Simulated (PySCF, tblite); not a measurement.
**C₇H₁₀F+: geometry, infrared bands and NMR shifts**

What infrared bands and NMR shifts should C₇H₁₀F+ (`CC(C)(C)c1c[c+]1F`) show?

The runs use tblite 0.8.0 and PySCF 2.14.0, with density-fitted response routines of our own; the level of theory stands in each step. All values are computed, except where a source is named. Atoms count from 0, in the outputs and in this text.

**1. Starting geometry**

18 atoms, charge 1, multiplicity 1; geometry from: force field or distance geometry start.

Bonds of the start (Å): C0–C1 1.51, C1–C2 1.49, C1–C3 1.52, C1–C4 1.49, C4–C5 1.39, C5–C6 1.37, C6–F7 1.36, C6–C4 1.38, C0–H8 1.12, C0–H9 1.11, C0–H10 1.12, C2–H11 1.09, C2–H12 1.12, C2–H13 1.12, C3–H14 1.11, C3–H15 1.11, C3–H16 1.12, C5–H17 1.09.

**2. Relaxing the molecule with GFN2-xTB**

The job: settings as JSON, then the geometry in Å.

```
{"job": {"kind": "relax", "xc": "GFN2-xTB", "basis": "xTB"}, "charge": 1, "multiplicity": 1}
C     -0.917300     1.393400    -0.264800
C     -0.430800     0.010500     0.079300
C     -1.083500    -1.092600    -0.684700
C     -0.490700    -0.248100     1.574100
C      1.024900    -0.014100    -0.239800
C      2.133100     0.657300    -0.739300
C      2.243900    -0.648000    -0.321700
F      3.026300    -1.739700    -0.126600
H     -0.028900     2.009600    -0.553100
H     -1.467700     1.892100     0.555800
H     -1.552000     1.289100    -1.181200
H     -0.551200    -2.027000    -0.495200
H     -2.184900    -1.192400    -0.500700
H     -0.980700    -0.860500    -1.772000
H      0.061900     0.570200     2.090400
H     -1.524700    -0.360900     1.953100
H      0.102000    -1.181800     1.767400
H      2.611600     1.549200    -1.152400
```

Started as:

```console
> OMP_NUM_THREADS=1 python probes_run.py task.json out
```

This one command runs all jobs of the session in turn.

**Question.** This job is followed by: GFN2-xTB harmonic vibrations, gas phase; GIAO PBE0/pcSseg-1 NMR shielding, non-relativistic, gas phase. Predict these results of the whole session: strongest single infrared mode (GFN2-xTB); zero-point energy (GFN2-xTB); 13C shifts against TMS (PBE0/pcSseg-1, means over atoms taken as alike); 1H shifts against TMS (PBE0/pcSseg-1, means over atoms taken as alike); 19F shifts against CFCl3 (PBE0/pcSseg-1).

As calculated:

| quantity | value |
| --- | --- |
| strongest single infrared mode (GFN2-xTB) | 1445 cm⁻¹, 218 km/mol |
| zero-point energy (GFN2-xTB) | 92.4 kcal/mol |
| 13C shifts against TMS (PBE0/pcSseg-1, means over atoms taken as alike) | 193.4, 183.5, 157.2, 40.2, 29.4 ppm |
| 1H shifts against TMS (PBE0/pcSseg-1, means over atoms taken as alike) | 8.76, 1.88 ppm |
| 19F shifts against CFCl3 (PBE0/pcSseg-1) | -63.8 ppm |

What this shows: The optimisation took 149 steps and gained 0.700 eV; among the close pairs (by a distance rule), C6–F7 changed most, from 1.357 to 1.269 Å. No mode is imaginary among the 48: a minimum at this level. The strongest single mode, at 1445 cm⁻¹, is spread over several atoms, C4, H14, H16, C6 among them. GFN2-xTB is a fitted tight-binding method: band positions and strengths are rough. Its intensities can rank the bands wrongly. At PBE0/pcSseg-1: The widest tensor belongs to F7: span 523 ppm, with a paramagnetic part of -232 ppm. At PBE0/pcSseg-1, counted by nearest atom on the grid, the HOMO lies on C1, C3 about 18 % each; H10, H13 about 12 % each, the LUMO on C4, C5 about 36 % each; H17 11 %.
